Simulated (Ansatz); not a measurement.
# Rb2TlInCl6: the cost of one run

Computed with Ansatz 0.2.0 (DFT PBEsol, scalar-relativistic, plane waves, PAW, unless a step's input says otherwise).

1 further run of the same task is left out (set aside as unsound or not needed).

### 1 The system as given

The structure is cubic, space group Fm-3m (No. 225). The conventional cell has a = 10.928 Å, b = 10.928 Å, c = 10.928 Å, α = 90.00°, β = 90.00°, γ = 90.00°. Rb (site symmetry -43m) has 12 Cl at 3.87 Å as nearest neighbours. Tl (site symmetry m-3m) has 6 Cl at 2.95 Å as nearest neighbours. Around In (site symmetry m-3m) lie 6 Cl at 2.51 Å. Cl (site symmetry 4mm) has 1 In at 2.51 Å and 1 Tl at 2.95 Å as nearest neighbours.

As a file:

```xyz
10
Lattice="0.0000 5.4639 5.4639 5.4639 0.0000 5.4639 5.4639 5.4639 0.0000" Properties=species:S:1:pos:R:3 pbc="T T T"
Rb    8.1958    8.1958    8.1958
Rb    2.7319    2.7319    2.7319
Tl    5.4639    5.4639    5.4639
In    0.0000    0.0000    0.0000
Cl    2.5133    5.4639    5.4639
Cl    5.4639    5.4639    2.5133
Cl    8.4145    5.4639    5.4639
Cl    5.4639    2.5133    5.4639
Cl    5.4639    8.4145    5.4639
Cl    5.4639    5.4639    8.4145
```

It goes back to an entry of the Materials Project, which need not be the stable form.

This cell was relaxed beforehand with the same method: volume 32.62 Å³/atom, gap on the mesh 2.17 eV.

### 2 The reference cell

Reference values: F = -29634.1491 eV; pressure 0.00 GPa; largest force 0.001 eV/Å; gap on the mesh 2.17 eV. It was computed beforehand with the settings of the runs below.

### 3 Relaxing from the mode frozen in at +0.15 Å

The input, input.yaml:

```yaml
crystal:
  lattice:
    - [0.0, 5.4638810004, 5.4638810004]
    - [5.4638810004, 0.0, 5.4638810004]
    - [5.4638810004, 5.4638810004, 0.0]
  atoms:
    - { symbol: Rb, position: [0.75, 0.75, 0.75] }
    - { symbol: Rb, position: [0.25, 0.25, 0.25] }
    - { symbol: Tl, position: [0.5, 0.5, 0.5] }
    - { symbol: In, position: [0.0, 0.0, 0.0] }
    - { symbol: Cl, position: [0.7562805655, 0.2437194345, 0.2162664207] }
    - { symbol: Cl, position: [0.2299929276, 0.2299929276, 0.7700070724] }
    - { symbol: Cl, position: [0.2437194345, 0.7562805655, 0.7837335793] }
    - { symbol: Cl, position: [0.2162664207, 0.7837335793, 0.2437194345] }
    - { symbol: Cl, position: [0.7837335793, 0.2162664207, 0.7562805655] }
    - { symbol: Cl, position: [0.7700070724, 0.7700070724, 0.2299929276] }
basis:
  ecutwfc: 420
kpoints:
  mp_grid: { grid: [4, 4, 4] }
hamiltonian:
  xc: pbesol
scf:
  occupations: { method: gaussian, width: 0.05 }
output:
  forces: true
  stress: true
  eigenvalues: true
  write_density: true
  write_potential: true
  elf: true
  volumetric_format: npy
relax:
  adjacent_minimum: "off"
  f_tol: 0.01
  max_steps: 60
```

Started as:

```bash
> ansatz run input.yaml --threads 2 --pin off --max-ram 5120MiB --backend cpu --events-out ev --progress --plain --runs-dir out
```

Q: Estimate wall time and peak memory on 2 threads of Arm Neoverse V2, shared host.

About 65 s, with a peak of 0.75 GiB.
